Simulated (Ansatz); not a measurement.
# CH₆S₂Si: one species, many methods

Aim: compute CH₆S₂Si with functionals from several rungs and with coupled cluster, and see how far each lands from CCSD(T) at the basis-set limit for the atomisation energy.

Program: Ansatz 0.2.0, Gaussian basis. Level of theory: functionals in def2-TZVPP, the program's frozen cores in correlated methods. These are calculated values, not measurements.

The runs, in order: LDA (SPW92), PBE-D4, revPBE-D4, BLYP-D4, r2SCAN-D4, B97M-V, PBE0-D4, B3LYP-D4, r2SCANh-D4, r2SCAN0-D4, HSE06-D4, BHLYP-D4, CAM-B3LYP-D4, LC-ωPBE, ωB97X-V, ωB97M-V, B2PLYP, PBE-QIDH; CCSD(T)/def2-SVP; CCSD(T)/def2-TZVPP; MP2/def2-QZVPP; extrapolation to the limit; RPA on PBE.

### Step 1. Structure used throughout

All runs share one geometry, relaxed beforehand with PBE0-D4 in a triple-zeta def2 set.

SMILES `C[SiH2]SS`, 10 atoms, charge 0, spin multiplicity 1.

Atoms are counted from 1 here; the program's logs count them from 0.

Bond lengths: C1–Si2 1.861 Å, C1–H5 1.092 Å, C1–H6 1.093 Å, C1–H7 1.092 Å, Si2–S3 2.151 Å, Si2–H8 1.487 Å, Si2–H9 1.489 Å, S3–S4 2.065 Å, S4–H10 1.346 Å. Angles: Si2–C1–H5 110.7°, Si2–C1–H6 110.1°, Si2–C1–H7 110.3°, H5–C1–H6 108.6°, H5–C1–H7 108.7°, H6–C1–H7 108.3°, C1–Si2–S3 112.2°, C1–Si2–H8 110.9°, C1–Si2–H9 111.6°, S3–Si2–H8 108.5°, S3–Si2–H9 103.8°, H8–Si2–H9 109.5°, Si2–S3–S4 98.3°, S3–S4–H10 98.1°.

### Step 2. LDA

This LDA is Slater exchange with PW92 correlation.

The input, in.yaml:

```yaml
crystal:
  periodic: [false, false, false]
  atoms:
    - {symbol: C, position_ang: [-0.315983, 1.355340, -0.449788]}
    - {symbol: Si, position_ang: [0.315958, -0.365237, -0.769975]}
    - {symbol: S, position_ang: [1.476723, -1.123154, 0.874834]}
    - {symbol: S, position_ang: [0.011137, -1.055983, 2.327555]}
    - {symbol: H, position_ang: [0.512896, 2.050981, -0.305882]}
    - {symbol: H, position_ang: [-0.916904, 1.698999, -1.296088]}
    - {symbol: H, position_ang: [-0.942593, 1.368790, 0.444112]}
    - {symbol: H, position_ang: [-0.807140, -1.304697, -1.027133]}
    - {symbol: H, position_ang: [1.263225, -0.397381, -1.918100]}
    - {symbol: H, position_ang: [-0.514120, -2.278758, 2.123365]}
basis:
  gaussian: {orbitals: def2-TZVPP}
hamiltonian: {xc: lda}
output: {orbitals: {seedname: orbitals}}
```

Started as:

```bash
$ ansatz run in.yaml --threads 2 --pin off --events-out ev --progress --plain --max-ram 4352MiB
```

Further steps of the session: PBE-D4 (GGA); revPBE-D4 (GGA); BLYP-D4 (GGA); r2SCAN-D4 (meta-GGA); B97M-V (meta-GGA); B3LYP-D4 (hybrid); r2SCANh-D4 (hybrid); r2SCAN0-D4 (hybrid); HSE06-D4 (hybrid); BHLYP-D4 (hybrid); CAM-B3LYP-D4 (range-separated); LC-ωPBE (range-separated); ωB97X-V (range-separated); ωB97M-V (range-separated); B2PLYP (double hybrid); PBE-QIDH (double hybrid); CCSD(T) in def2-SVP; CCSD(T) in def2-TZVPP; MP2 in def2-QZVPP; RPA on PBE orbitals.

Q: Predict the results of all the runs planned. Wanted: atomisation energy, CCSD(T)/CBS; farthest beyond LDA; mean size of error, GGA; mean size of error, meta-GGA; mean size of error, hybrid; mean size of error, range-separated; mean size of error, double hybrid; gap, smallest and largest; T1 diagnostic.

**Answer**, as computed:

| quantity | value |
| --- | --- |
| atomisation energy, CCSD(T)/CBS | 3234.5 kJ/mol |
| functionals within 16.2 kJ/mol (0.5 %) | r2SCAN-D4, PBE0-D4, B3LYP-D4, r2SCANh-D4, HSE06-D4, CAM-B3LYP-D4 |
| farthest beyond LDA | BHLYP-D4 (-76.3 kJ/mol) |
| mean size of error, GGA | 30.5 kJ/mol |
| mean size of error, meta-GGA | 19.0 kJ/mol |
| mean size of error, hybrid | 21.3 kJ/mol |
| mean size of error, range-separated | 25.8 kJ/mol |
| mean size of error, double hybrid | 45.0 kJ/mol |
| gap, smallest and largest | 3.84 eV (LDA (SPW92)), 11.12 eV (LC-ωPBE) |
| T1 diagnostic | 0.0112 |
| triples share of the correlation energy | 4.2 % |

**Reading.** LDA overbinds by 424.5 kJ/mol (13 %). PBE-D4 misses by +28.6 kJ/mol. Double hybrids carry the basis error of their MP2 part in triple zeta, and no dispersion term here, so their miss is partly the set-up's. Taken by rung, meta-GGA functionals do best (19.0 kJ/mol on average) and double hybrid ones worst beyond LDA (45.0 kJ/mol). The gap between the best rungs is small, so their order is not settled. The reference freezes the cores and leaves out relativity and excitations past (T), so misses under about 16.2 kJ/mol can't be ranked. Hartree-Fock recovers 73 % of the binding; the rest is correlation. CCSD(T) in def2-SVP is off by -253.3 kJ/mol, which most functionals beat. Orbital gaps span 3.8 to 11.1 eV; exact exchange widens them.
